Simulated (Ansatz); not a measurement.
**C2H8AlClSi: up Jacob's ladder to CCSD(T)**

Aim: compute C2H8AlClSi with functionals from several rungs and with coupled cluster, and see how far each lands from CCSD(T) at the basis-set limit for the atomisation energy.

The runs use Ansatz 0.2.0, Gaussian basis; functionals in def2-TZVPP, the program's frozen cores in correlated methods.

Levels to be run: PBE-D4, r2SCAN-D4, PBE0-D4, B3LYP-D4, ωB97X-V, ωB97M-V, B2PLYP; CCSD(T)/def2-TZVPP; MP2/def2-QZVPP; extrapolation to the limit.

## 1. The geometry

The geometry comes from an earlier relaxation with PBE0-D4 in a triple-zeta def2 set; it is a stationary point, not always the lowest conformer.

SMILES `C[CH2][Al]([SiH3])[Cl]`, 13 atoms, charge 0, spin multiplicity 1.

Atoms are counted from 1 here; the program's logs count them from 0.

Bond lengths: C1–C2 1.528 Å, C1–H6 1.094 Å, C1–H7 1.093 Å, C1–H8 1.094 Å, C2–Al3 1.952 Å, C2–H9 1.098 Å, C2–H10 1.097 Å, Al3–Si4 2.452 Å, Al3–Cl5 2.112 Å, Si4–H11 1.492 Å, Si4–H12 1.491 Å, Si4–H13 1.489 Å. Angles: C2–C1–H6 111.9°, C2–C1–H7 111.8°, C2–C1–H8 111.8°, H6–C1–H7 107.2°, H6–C1–H8 107.1°, H7–C1–H8 106.7°, C1–C2–Al3 115.4°, C1–C2–H9 110.7°, C1–C2–H10 110.8°, Al3–C2–H9 107.4°, Al3–C2–H10 107.4°, H9–C2–H10 104.6°, C2–Al3–Si4 126.3°, C2–Al3–Cl5 117.5°, Si4–Al3–Cl5 116.2°, Al3–Si4–H11 110.0°, Al3–Si4–H12 112.0°, Al3–Si4–H13 111.7° and more.

## 2. PBE-D4 (GGA)

The input, in.yaml:

```yaml
crystal:
  periodic: [false, false, false]
  atoms:
    - {symbol: C, position_ang: [-0.972508, 1.143160, 1.164822]}
    - {symbol: C, position_ang: [0.159967, 1.529837, 0.214711]}
    - {symbol: Al, position_ang: [0.909729, 0.064446, -0.834049]}
    - {symbol: Si, position_ang: [0.244676, -2.292727, -0.717194]}
    - {symbol: Cl, position_ang: [2.422645, 0.537189, -2.229417]}
    - {symbol: H, position_ang: [-1.347991, 2.004246, 1.724957]}
    - {symbol: H, position_ang: [-0.651907, 0.397065, 1.896965]}
    - {symbol: H, position_ang: [-1.823314, 0.712902, 0.629092]}
    - {symbol: H, position_ang: [0.987396, 1.994360, 0.766556]}
    - {symbol: H, position_ang: [-0.170259, 2.303038, -0.490576]}
    - {symbol: H, position_ang: [-0.743570, -2.597121, -1.792564]}
    - {symbol: H, position_ang: [-0.402146, -2.627381, 0.583605]}
    - {symbol: H, position_ang: [1.407682, -3.203913, -0.902307]}
basis:
  gaussian: {orbitals: def2-TZVPP}
hamiltonian: {xc: pbe, dispersion: d4}
output: {forces: true, orbitals: {seedname: orbitals}}
```

Launch:

```bash
> ansatz run in.yaml --threads 4 --pin off --events-out ev --progress --plain --max-ram 10444MiB
```

After this run come: r2SCAN-D4 (meta-GGA); PBE0-D4 (hybrid); B3LYP-D4 (hybrid); ωB97X-V (range-separated); ωB97M-V (range-separated); B2PLYP (double hybrid); CCSD(T) in def2-TZVPP; MP2 in def2-QZVPP.

**Question.** What will the summary of the whole plan be? Wanted: atomisation energy, CCSD(T)/CBS; farthest; mean size of error, hybrid; mean size of error, range-separated; gap, smallest and largest; T1 diagnostic; triples share of the correlation energy.

As calculated:

| quantity | value |
| --- | --- |
| atomisation energy, CCSD(T)/CBS | 4426.8 kJ/mol |
| functionals within 22.1 kJ/mol (0.5 %) | PBE-D4, r2SCAN-D4, PBE0-D4, B3LYP-D4, ωB97X-V, ωB97M-V |
| farthest | B2PLYP (-64.3 kJ/mol) |
| mean size of error, hybrid | 13.0 kJ/mol |
| mean size of error, range-separated | 9.2 kJ/mol |
| gap, smallest and largest | 3.83 eV (PBE-D4), 9.86 eV (ωB97X-V) |
| T1 diagnostic | 0.0106 |
| triples share of the correlation energy | 3.7 % |

PBE-D4 misses by +14.4 kJ/mol. Double hybrids carry the basis error of their MP2 part in triple zeta, and no dispersion term here, so their miss is partly the set-up's. Misses under about 22.1 kJ/mol are within the doubt on the reference itself, which lacks core-valence correlation, relativity and higher excitations. Hartree-Fock recovers 77 % of the binding; the rest is correlation. The gap grows from 3.8 to 9.9 eV across the functionals, mostly with the share of exact exchange.
